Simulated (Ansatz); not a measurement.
**NaF (Fm-3m): calculation of the elastic constants from a Python script**

What are the elastic constants of NaF (Fm-3m), and is the cell stable? A script is to give a calculation of the elastic constants; the system is NaF (Fm-3m).

Program: the Python package of Ansatz 0.2.0. Level of theory: DFT PBE, plane waves, PAW. These are calculated values, not measurements.

## (1) The system

The structure is cubic, space group Fm-3m (No. 225). The conventional cell has a = 4.640 Å, b = 4.640 Å, c = 4.640 Å, α = 90.00°, β = 90.00°, γ = 90.00°. Around Na (site symmetry m-3m) lie 6 F at 2.32 Å. F (site symmetry m-3m) has 6 Na at 2.32 Å as nearest neighbours.

The script reads naf.xyz:

```xyz
2
Lattice="0.0 2.32 2.32 2.32 0.0 2.32 2.32 2.32 0.0" Properties=species:S:1:pos:R:3 pbc="T T T"
Na    0.00000000    0.00000000    0.00000000
F     2.32000000    2.32000000    2.32000000
```

## (2) The code

naf_elastic.py reads:

```python
'''Elastic constants of NaF.'''

from dataclasses import dataclass

import ansatz as az
import numpy as np


@dataclass(frozen=True)
class Settings:
    functional: str = 'pbe'
    cutoff: int = 420
    occupations: str = 'fixed'
    kmesh: tuple[int, ...] = (8, 8, 8)


cfg = Settings()


def main() -> None:
    naf = az.Crystal.from_extxyz('naf.xyz')

    calculation = naf.calculation()
    calculation = calculation.functional(cfg.functional)
    calculation = calculation.pseudopotentials('paw')
    calculation = calculation.basis(cfg.cutoff)
    calculation = calculation.occupations(cfg.occupations)
    calculation = calculation.kpoints(*cfg.kmesh)
    outcome = calculation.elastic('relaxed-ion').run(threads=1)
    elastic = outcome.elastic

    print(np.array2string(np.round(elastic.c_gpa, 1) + 0.0, suppress_small=True))
    print('Voigt stress of the unstrained cell (GPa, tension positive):', np.round(elastic.sigma0_gpa, 3) + 0.0)
    print('smallest eigenvalue of C:', round(elastic.stability.min_eigenvalue_gpa, 1), 'GPa; stable:', elastic.stability.stable)
    # averaged moduli need a positive definite tensor
    if elastic.stability.min_eigenvalue_gpa > 0:
        m = elastic.moduli
        print(f'K = {m.k_hill_gpa:.1f}, G = {m.g_hill_gpa:.1f}, E = {m.youngs_gpa:.1f} GPa, Poisson ratio {m.poisson:.3f}, K/G = {m.k_hill_gpa / m.g_hill_gpa:.2f}')


if __name__ == '__main__':
    main()
```

## (3) The input behind the calls

The package turns the script's settings into the engine's input:

```yaml
crystal:
  lattice:
    - [0.0, 2.32, 2.32]
    - [2.32, 0.0, 2.32]
    - [2.32, 2.32, 0.0]
  atoms:
    - { symbol: Na, position: [0.0, 0.0, 0.0] }
    - { symbol: F, position: [0.5, 0.5, 0.5] }
basis:
  ecutwfc: 420.0
kpoints:
  mp_grid:
    grid: [8, 8, 8]
hamiltonian:
  xc: pbe
  pseudopotentials:
    kind: paw
scf:
  occupations:
    method: fixed
elastic:
  mode: relaxed_ion
```

## (4) Running it

Launch:

```console
python naf_elastic.py
```

Q: Predict the main results. Wanted: free energy; gap on the mesh; pressure; largest force; bulk modulus; shear modulus; least eigenvalue of C.

As calculated:

| quantity | value |
| --- | --- |
| free energy | -2297.4252 eV (-1148.7126 eV/atom) |
| gap on the mesh | 6.29 eV |
| pressure | 1.92 GPa |
| largest force | 0.000 eV/Å |
| bulk modulus (Hill) | 53.2 GPa |
| shear modulus (Hill) | 32.3 GPa |
| least eigenvalue of C | 27.0 GPa |

In words: All eigenvalues of C are positive, so the cell resists every small strain. The ratio K/G is 1.65, on the brittle side of Pugh's 1.75. The unstrained cell carries a stress of up to 1.9 GPa, so these aren't the constants at zero pressure. On the mesh the gap is 6.29 eV; the true edges may lie between its points. Semilocal functionals usually give gaps below the measured ones. The pressure of 1.9 GPa means that the cell would grow if relaxed at this level. What to keep in mind:
- A positive definite tensor excludes instabilities under uniform strain alone; phonons elsewhere in the zone can still be imaginary.
- The cell stands under 1.9 GPa at these settings.
- The constants belong to the cell that was strained; where it wasn't relaxed first it may be under stress.
